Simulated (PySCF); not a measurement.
# The bond of MgTl−, level by level

What are the lowest state that PBE0 finds, the bond length, vibrational wavenumber and bond energy of MgTl−, and how much do these hang on the method?

Program: PySCF 2.14.0. Level of theory: Mg aug-cc-pVDZ, Tl aug-cc-pVDZ-PP with ECP60, scalar-relativistic core potentials. These are calculated values, not measurements.

4 further runs of the same task are left out: 4 set aside as unsound or not needed.

## Step 1: Input

Settings of the job:

```
atoms                         : Mg, Tl
charge                        : -1
basis                         : Mg aug-cc-pVDZ, Tl aug-cc-pVDZ-PP with ECP60
Hamiltonian                   : scalar-relativistic core potentials
basis functions               : 59
electrons treated             : 34
masses in u                   : 23.9850, 204.9744
levels                        : PBE0, PBE, r²SCAN, TPSS, r²SCANh, B2PLYP, ωB97X, MP2, SCS-MP2
grid                          : 80 radial by 434 angular points
occupations                   : held fixed by the projection of orbital angular momentum
dissociation limit            : Mg + Tl−, each in its ground configuration
starting distance in angstrom : 2.885
values of 2S to try           : 0, 2
```

Launch:

```console
$ OMP_NUM_THREADS=1 python dia.py task.json out
```

After this run come: First curve: PBE0; PBE; r²SCAN (meta-GGA); TPSS (meta-GGA); r²SCANh (hybrid meta-GGA); B2PLYP; ωB97X (range-separated hybrid).

Q: Predict the outcome of this session. Wanted: for each run, Re; ωe; De; μ.

**Answer**, as computed:

Lowest PBE0 solution found, without spin–orbit coupling: ³Σ⁻ (triplet), unpaired electrons π ↑↑.

| level | Re (Å) | ωe (cm⁻¹) | De (eV) | μ (D) |
| --- | --- | --- | --- | --- |
| ROHF-MP2 | 2.871 | 174.4 | 0.78 | n/a |
| ROHF-SCS-MP2 | 2.911 | 160.0 | 0.65 | n/a |
| PBE | 2.891 | 169.5 | 0.90 | 4.53 |
| TPSS | 2.874 | 173.7 | 0.92 | 4.83 |
| r²SCAN | 2.832 | 183.2 | 0.98 | 4.33 |
| r²SCANh | 2.832 | 182.6 | 0.96 | 4.24 |
| PBE0 | 2.881 | 170.3 | 0.85 | 4.34 |
| ωB97X | 2.896 | 165.0 | 0.76 | 4.18 |
| B2PLYP | 2.909 | 161.7 | 0.69 | 3.74 |

De is counted to Mg + Tl− in their ground configurations. A positive dipole points from Mg to Tl; in an ion it is taken about the centre of mass and does not tell which atom is negative.

Bond lengths run from 2.832 Å (r²SCAN) to 2.911 Å (ROHF-SCS-MP2). Of the levels with a De here, ROHF-SCS-MP2 gives the least (0.65 eV) and r²SCAN the most (0.98 eV).

Correlated steps freeze 5 core orbitals. These are scalar-relativistic numbers at best; spin–orbit coupling would shift them, the dissociation energy most. B2PLYP dipoles, levels and charges come from its SCF part alone. With some functionals the highest level of the anion is positive, from self-interaction error or because the anion is truly unbound there; the finite basis then holds the extra electron, and no neutral molecule was run to test the binding. With spin–orbit coupling the term label itself may not hold.
